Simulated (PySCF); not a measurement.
# [Au(CH3)2]−: forces at shaken geometries

Aim: move all atoms of relaxed [Au(CH3)2]− at random and read energies and forces. The structure is generated, not taken from experiment.

Computed with PySCF 2.14.0. Level: B3LYP, Au def2-SVP with ECP60, C def2-SVP, H def2-SVP; scalar-relativistic core potentials, no spin–orbit coupling.

2 further runs of the same task are left out: 2 for a known fault of the program.

## Step 1: The starting structure

9 atoms, charge -1, spin multiplicity 1.

Bond lengths: Au1–C2 2.129 Å, Au1–C6 2.129 Å, C2–H3 1.110 Å, C2–H4 1.110 Å, C2–H5 1.110 Å, C6–H7 1.110 Å, C6–H8 1.110 Å, C6–H9 1.110 Å. Angles: C2–Au1–C6 180.0°, Au1–C2–H3 112.7°, Au1–C2–H4 112.7°, Au1–C2–H5 112.7°, H3–C2–H4 106.1°, H3–C2–H5 106.1°, H4–C2–H5 106.1°, Au1–C6–H7 112.7°, Au1–C6–H8 112.7°, Au1–C6–H9 112.7°, H7–C6–H8 106.1°, H7–C6–H9 106.1°, H8–C6–H9 106.1°.

As a file:

| atom | x (Å) | y (Å) | z (Å) |
| --- | --- | --- | --- |
| Au1 | 0.0000 | 0.0000 | 0.0000 |
| C2 | 0.0000 | 0.0000 | 2.1286 |
| H3 | -0.8872 | -0.5122 | 2.5562 |
| H4 | 0.8872 | -0.5122 | 2.5562 |
| H5 | 0.0000 | 1.0245 | 2.5562 |
| C6 | 0.0000 | 0.0000 | -2.1286 |
| H7 | -0.8872 | 0.5122 | -2.5562 |
| H8 | 0.8872 | 0.5122 | -2.5562 |
| H9 | 0.0000 | -1.0245 | -2.5562 |

Formal oxidation states: Au +1. An earlier session relaxed this geometry at B3LYP, Au def2-SVP with ECP60, C def2-SVP, H def2-SVP (singlet, point group D3d).

Its energy there is -215.586036 Eh.

## Step 2: Atoms moved at random, σ = 0.15 Å

The input, run.py (the lines that set the calculation):

```python
mol = gto.M(atom='''
Au     0.08811    -0.06247     0.20244
C     -0.15880     0.10598     2.07819
H     -0.84500    -0.61209     2.79218
H      0.69694    -0.47078     2.36904
H      0.19548     1.26327     2.37512
C      0.19453    -0.22060    -2.16398
H     -0.87858     0.61484    -2.64646
H      0.77020     0.24469    -2.52436
H     -0.06289    -0.86283    -2.48216''',
    basis={'Au': 'def2-SVP', 'C': 'def2-SVP', 'H': 'def2-SVP'},
    ecp={'Au': 'def2-SVP'},
    charge=-1, spin=0)
mf = dft.RKS(mol, xc='B3LYP')
mf.grids.atom_grid = (50, 194)
mf = mf.density_fit()  # fitting sets: Au def2-universal-JKFIT, C def2-universal-JKFIT, H def2-universal-JKFIT
mf.conv_tol = 1e-08; mf.max_cycle = 55
mf.kernel(dm0)  # dm0: the density of the relaxed state
```

Started as:

```bash
OMP_NUM_THREADS=2 python run.py
```

What it wrote:

```text
init E= -215.352844519462
  HOMO = -0.0878851968922607  LUMO = 0.126219273198867  gap/eV = 5.82608
cycle= 1 E= -215.235118071895  delta_E= 0.118  |g|= 0.256  |ddm|= 1.03
  HOMO = 0.00874823972477046  LUMO = 0.183912832527804  gap/eV = 4.76647
cycle= 2 E= -215.232078074943  delta_E= 0.00304  |g|= 0.292  |ddm|= 0.812
  HOMO = -0.0240469086480708  LUMO = 0.179763880782586  gap/eV = 5.54597
cycle= 3 E= -215.254080669454  delta_E= -0.022  |g|= 0.0463  |ddm|= 0.431
  HOMO = -0.0222696805704672  LUMO = 0.179568553252951  gap/eV = 5.49230
cycle= 4 E= -215.254634632103  delta_E= -0.000554  |g|= 0.0101  |ddm|= 0.058
  HOMO = -0.0223354880485349  LUMO = 0.179456671878234  gap/eV = 5.49104
cycle= 5 E= -215.254653736703  delta_E= -1.91e-05  |g|= 0.00459  |ddm|= 0.0165
  HOMO = -0.0226382428298191  LUMO = 0.17928032055364  gap/eV = 5.49448
cycle= 6 E= -215.254658035766  delta_E= -4.3e-06  |g|= 0.00131  |ddm|= 0.00685
  HOMO = -0.0225689809501421  LUMO = 0.179326380587441  gap/eV = 5.49385
cycle= 7 E= -215.254658377802  delta_E= -3.42e-07  |g|= 0.00037  |ddm|= 0.00187
  HOMO = -0.0225869525295455  LUMO = 0.179318715142501  gap/eV = 5.49413
cycle= 8 E= -215.254658408057  delta_E= -3.03e-08  |g|= 0.000114  |ddm|= 0.000496
  HOMO = -0.0225920367540748  LUMO = 0.179319669765914  gap/eV = 5.49430
cycle= 9 E= -215.254658411373  delta_E= -3.32e-09  |g|= 4.63e-05  |ddm|= 0.000204
  HOMO = -0.0225829374648789  LUMO = 0.179322241795342  gap/eV = 5.49412
Extra cycle  E= -215.25465841039  delta_E= 9.83e-10  |g|= 7.79e-05  |ddm|= 0.000152
converged SCF energy = -215.25465841039
```

Run time: 3 s. Hardware: 2 threads of Arm Neoverse V2, shared host.

Result: E = -215.254658 Eh (+9.017 eV from the relaxed state), HOMO -0.61 eV, LUMO 4.88 eV, Mulliken charge on Au1 -0.22 e, largest force component 28.212 eV/Å. 

| atom | Fx | Fy | Fz (eV/Å) |
| --- | --- | --- | --- |
| Au1 | -0.721 | -0.583 | -5.773 |
| C2 | 0.022 | 0.923 | 4.772 |
| H3 | 0.282 | 2.535 | -1.411 |
| H4 | 1.839 | -0.368 | 0.707 |
| H5 | -1.622 | -2.680 | 0.257 |
| C6 | -7.552 | 18.825 | 22.965 |
| H7 | 2.365 | -1.970 | 1.499 |
| H8 | 15.804 | 11.531 | -9.417 |
| H9 | -10.417 | -28.212 | -13.600 |

## Step 3: Atoms moved at random, σ = 0.03 Å

The input, run.py (the lines that set the calculation):

```python
mol = gto.M(atom='''
Au     0.01614    -0.04689    -0.00395
C     -0.04383     0.01794     2.14820
H     -0.88456    -0.48277     2.56065
H      0.92526    -0.50265     2.55371
H     -0.05391     1.02561     2.55041
C      0.01648    -0.03778    -2.12591
H     -0.88629     0.54863    -2.55072
H      0.89648     0.52511    -2.57352
H      0.01424    -1.04719    -2.55887''',
    basis={'Au': 'def2-SVP', 'C': 'def2-SVP', 'H': 'def2-SVP'},
    ecp={'Au': 'def2-SVP'},
    charge=-1, spin=0)
mf = dft.RKS(mol, xc='B3LYP')
mf.grids.atom_grid = (50, 194)
mf = mf.density_fit()  # fitting sets: Au def2-universal-JKFIT, C def2-universal-JKFIT, H def2-universal-JKFIT
mf.conv_tol = 1e-08; mf.max_cycle = 55
mf.kernel(dm0)  # dm0: the density of the relaxed state
```

Started as:

```bash
OMP_NUM_THREADS=2 python run.py
```

What it wrote:

```text
init E= -215.572210043803
  HOMO = -0.0355106591983958  LUMO = 0.186403802653439  gap/eV = 6.03860
cycle= 1 E= -215.579283912052  delta_E= -0.00707  |g|= 0.0378  |ddm|= 0.148
  HOMO = -0.0270357983648886  LUMO = 0.191294689364989  gap/eV = 5.94108
cycle= 2 E= -215.579396251037  delta_E= -0.000112  |g|= 0.0379  |ddm|= 0.107
  HOMO = -0.0292586028256352  LUMO = 0.190869054734274  gap/eV = 5.98998
cycle= 3 E= -215.579720190498  delta_E= -0.000324  |g|= 0.00825  |ddm|= 0.0469
  HOMO = -0.0290661283362006  LUMO = 0.190952326427868  gap/eV = 5.98701
cycle= 4 E= -215.579734527906  delta_E= -1.43e-05  |g|= 0.0023  |ddm|= 0.0096
  HOMO = -0.0290590246263385  LUMO = 0.190933630881702  gap/eV = 5.98631
cycle= 5 E= -215.579735743881  delta_E= -1.22e-06  |g|= 0.000517  |ddm|= 0.00289
  HOMO = -0.0291039506633712  LUMO = 0.190915113211875  gap/eV = 5.98702
cycle= 6 E= -215.579735807979  delta_E= -6.41e-08  |g|= 8.88e-05  |ddm|= 0.000671
  HOMO = -0.0290946313647158  LUMO = 0.190917080283311  gap/eV = 5.98682
cycle= 7 E= -215.579735809717  delta_E= -1.74e-09  |g|= 2.91e-05  |ddm|= 0.000132
  HOMO = -0.0291005276217451  LUMO = 0.190916050186673  gap/eV = 5.98696
Extra cycle  E= -215.57973580951  delta_E= 2.07e-10  |g|= 4.14e-05  |ddm|= 9.46e-05
converged SCF energy = -215.57973580951
```

Wall time 2.8 s (2 threads of Arm Neoverse V2, shared host).

Result: E = -215.579736 Eh (+0.171 eV from the relaxed state), HOMO -0.79 eV, LUMO 5.20 eV, Mulliken charge on Au1 -0.26 e, largest force component 2.672 eV/Å. 

| atom | Fx | Fy | Fz (eV/Å) |
| --- | --- | --- | --- |
| Au1 | -0.191 | 0.226 | 0.252 |
| C2 | 2.672 | -0.691 | -0.770 |
| H3 | -1.225 | -0.907 | 0.650 |
| H4 | -1.414 | 0.721 | -0.347 |
| H5 | 0.100 | 0.747 | 0.244 |
| C6 | -0.272 | 1.494 | -0.536 |
| H7 | 0.816 | -0.857 | 0.456 |
| H8 | -0.420 | -0.529 | 0.328 |
| H9 | -0.067 | -0.204 | -0.277 |

## Step 4: Atoms moved at random, σ = 0.06 Å

The input, run.py (the lines that set the calculation):

```python
mol = gto.M(atom='''
Au     0.07923     0.03804     0.01719
C      0.02945     0.08805     2.11377
H     -0.95688    -0.56227     2.59717
H      0.84209    -0.53742     2.55231
H     -0.05248     0.98512     2.56423
C      0.07661     0.02596    -2.03361
H     -0.88044     0.52628    -2.56403
H      0.93739     0.47149    -2.66759
H     -0.07497    -1.03524    -2.57943''',
    basis={'Au': 'def2-SVP', 'C': 'def2-SVP', 'H': 'def2-SVP'},
    ecp={'Au': 'def2-SVP'},
    charge=-1, spin=0)
mf = dft.RKS(mol, xc='B3LYP')
mf.grids.atom_grid = (50, 194)
mf = mf.density_fit()  # fitting sets: Au def2-universal-JKFIT, C def2-universal-JKFIT, H def2-universal-JKFIT
mf.conv_tol = 1e-08; mf.max_cycle = 55
mf.kernel(dm0)  # dm0: the density of the relaxed state
```

Started as:

```bash
OMP_NUM_THREADS=2 python run.py
```

What it wrote:

```text
init E= -215.518818119564
  HOMO = -0.0606069501094488  LUMO = 0.173578361765723  gap/eV = 6.37251
cycle= 1 E= -215.54987137437  delta_E= -0.0311  |g|= 0.102  |ddm|= 0.378
  HOMO = -0.0426623458495374  LUMO = 0.187580393067749  gap/eV = 6.26522
cycle= 2 E= -215.548334162869  delta_E= 0.00154  |g|= 0.141  |ddm|= 0.326
  HOMO = -0.0449726926338597  LUMO = 0.190195408731842  gap/eV = 6.39925
cycle= 3 E= -215.553093701113  delta_E= -0.00476  |g|= 0.019  |ddm|= 0.17
  HOMO = -0.0464656647470054  LUMO = 0.190096342006026  gap/eV = 6.43718
cycle= 4 E= -215.553172729446  delta_E= -7.9e-05  |g|= 0.0064  |ddm|= 0.0261
  HOMO = -0.0459982392707444  LUMO = 0.190152736073303  gap/eV = 6.42600
cycle= 5 E= -215.553181416018  delta_E= -8.69e-06  |g|= 0.0015  |ddm|= 0.008
  HOMO = -0.0461197941535776  LUMO = 0.190121511715741  gap/eV = 6.42845
cycle= 6 E= -215.553181837133  delta_E= -4.21e-07  |g|= 0.000724  |ddm|= 0.00205
  HOMO = -0.0461321387551741  LUMO = 0.190105257561991  gap/eV = 6.42835
cycle= 7 E= -215.553181957425  delta_E= -1.2e-07  |g|= 0.000103  |ddm|= 0.000907
  HOMO = -0.0461259724613177  LUMO = 0.19010929851394  gap/eV = 6.42829
cycle= 8 E= -215.553181959813  delta_E= -2.39e-09  |g|= 3.84e-05  |ddm|= 0.000178
  HOMO = -0.0461346006509264  LUMO = 0.190107290226161  gap/eV = 6.42847
Extra cycle  E= -215.553181959512  delta_E= 3.01e-10  |g|= 5.02e-05  |ddm|= 0.000114
converged SCF energy = -215.553181959512
```

Run time: 2.9 s. Hardware: 2 threads of Arm Neoverse V2, shared host.

It gives: E = -215.553182 Eh (+0.894 eV from the relaxed state), HOMO -1.26 eV, LUMO 5.17 eV, Mulliken charge on Au1 -0.20 e, largest force component 6.002 eV/Å. 

| atom | Fx | Fy | Fz (eV/Å) |
| --- | --- | --- | --- |
| Au1 | -0.060 | 0.224 | 0.457 |
| C2 | -2.064 | -6.002 | -0.392 |
| H3 | 2.038 | 1.578 | -1.280 |
| H4 | 0.135 | 0.535 | 0.046 |
| H5 | -0.023 | 3.765 | 1.925 |
| C6 | -1.355 | -0.759 | -4.057 |
| H7 | 1.523 | -0.411 | 1.173 |
| H8 | -0.738 | -0.373 | 0.935 |
| H9 | 0.544 | 1.443 | 1.192 |

## Step 5: The displacements side by side

| σ (Å) | energy rise (eV) | harmonic estimate −½ F·u (eV) | largest force component (eV/Å) |
| --- | --- | --- | --- |
| 0.15 | 9.017 | 10.158 | 28.21 |
| 0.03 | 0.171 | 0.170 | 2.67 |
| 0.06 | 0.894 | 0.860 | 6.00 |

Every displacement raises the energy. For a harmonic well the rise equals −½ F·u; the two differ by at most 13 % here (a move with σ = 0.15 Å), from anharmonicity, the grid and the small forces left at the relaxed point. The bases are small and lack diffuse functions. Spin–orbit coupling is left out.
